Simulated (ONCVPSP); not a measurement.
# Pseudopotential generation for Mo: ONCV, PBE

Do these settings give a usable potential? It is generated, then checked for transferability, scattering, ghosts and hardness.

Program: ONCVPSP 4.0.1.1 (patched build). Reference atom: PBE, scalar-relativistic, spherical and spin-unpolarised. All values are calculated.

## Step 1: Settings

The settings as typed:

* element: molybdenum (Mo, Z = 42)
* type: optimised norm-conserving Vanderbilt (ONCV)
* frozen core: [Ar] 3d10
* valence charge: 14
* reference configuration: 4s2 4p6 4d5 5s1
* partial waves: 4s+5s: rc 1.65 bohr, ncon 3, nbas 6, qcut 5.5 1/bohr, 2 projectors; 4p: rc 1.30 bohr, ncon 3, nbas 6, qcut 6.1 1/bohr, 1 projector; 4d: rc 2.15 bohr, ncon 4, nbas 9, qcut 6.1 1/bohr, 2 projectors, debl 3.8 Ha
* local potential: polynomial inside 0.85 bohr (lpopt 5, dvloc0 -1 Ha)
* core correction: not asked for

The outer shells as boxes (Hund's rule for the drawing; the calculation is spin-unpolarised):

```
[Ar] core
3d [↑↓][↑↓][↑↓][↑↓][↑↓]
4s [↑↓]
4p [↑↓][↑↓][↑↓]
4d [↑ ][↑ ][↑ ][↑ ][↑ ]
5s [↑ ]
```

An earlier all-electron run gives the scale for the radii.

All-electron outer shells of the reference configuration (PBE, scalar-relativistic, ld1.x):

| shell | level (eV) | outermost node (bohr) | outermost maximum (bohr) |
| --- | --- | --- | --- |
| 3d | -220.98 | – | 0.32 |
| 4s | -64.35 | 0.51 | 0.99 |
| 4p | -38.49 | 0.52 | 1.08 |
| 5s | -4.09 | 1.34 | 2.93 |
| 4d | -3.75 | 0.53 | 1.38 |
| 5p | -1.04 | 1.54 | 4.11 |

## Step 2: The generation run

Contents of Mo.dat:

```
# ATOM AND REFERENCE CONFIGURATION
# atsym  z   nc   nv     iexc    psfile
  Mo 42.00    6    4        4      upf
#
#   n    l    f
    1    0    2.00
    2    0    2.00
    2    1    6.00
    3    0    2.00
    3    1    6.00
    3    2   10.00
    4    0    2.00
    4    1    6.00
    4    2    5.00
    5    0    1.00
#
# PSEUDOPOTENTIAL AND OPTIMIZATION
# lmax
    2
#
#   l,   rc,      ep,       ncon, nbas, qcut
    0    1.65    0.00    3    6    5.50
    1    1.30    0.00    3    6    6.10
    2    2.15    0.00    4    9    6.10
#
# LOCAL POTENTIAL
# lloc, lpopt,  rc(5),   dvloc0
    4    5    0.85   -1.00
#
# VANDERBILT-KLEINMAN-BYLANDER PROJECTORs
# l, nproj, debl
    0    2    1.50
    1    1    1.90
    2    2    3.80
#
# MODEL CORE CHARGE
# icmod, fcfact, rcfact
    0    0.00    0.00
#
# LOG DERIVATIVE ANALYSIS
# epsh1, epsh2, depsh
   -4.00    5.00    0.02
#
# OUTPUT GRID
# rlmax, drl
    6.00    0.01
#
# TEST CONFIGURATIONS
# ncnf
    4
# nvcnf
#   n    l    f
    4
    4    0    2.00
    4    1    6.00
    4    2    5.00
    5    0    0.00
#
    4
    4    0    2.00
    4    1    6.00
    4    2    4.00
    5    0    0.00
#
    4
    4    0    2.00
    4    1    6.00
    4    2    3.00
    5    0    0.00
#
    5
    4    0    2.00
    4    1    6.00
    4    2    5.00
    5    0    0.00
    5    1    1.00
#
```

The run is started by

```bash
$ oncvpsp.x < Mo.dat > Mo.out
```

**Question.** What will these runs give? Wanted: cutoffs for 1 and 0.1 mHa per electron, occupied waves; bound ghosts; GHOST(+) flags; largest test error; largest phase difference near zero energy, channels read.

The runs gave:

| quantity | value |
| --- | --- |
| cutoffs for 1 and 0.1 mHa per electron, occupied waves | 34 Ha and 74 Ha |
| bound ghosts | s at -7.73 eV |
| GHOST(+) flags | none at low energy |
| largest test error (AE − PS) | +45 meV, for 4s2 4p6 4d5 5s0 5p1 |
| largest phase difference near zero energy, channels read | 3.141 rad |

What this shows: A bound ghost (s) makes it unfit for use: electrons can fall into a state that the atom doesn't have. By total energies transferability is fair: the largest error is 45 meV on 3.1 eV, for 4s2 4p6 4d5 5s0 5p1. The potential is of middling hardness: the looser tolerance needs 34 Ha. The 4p wave sets it; 4d needs 15 Ha. Near zero energy the largest phase difference among the channels read is 3.14 rad, in the s channel. A step near π is an extra or missing state, not a misfit of shape. The pseudo curves have a pole with no partner nearby in the atom's: s at -0.28 Ha. All of this concerns the isolated atom, not yet a solid.
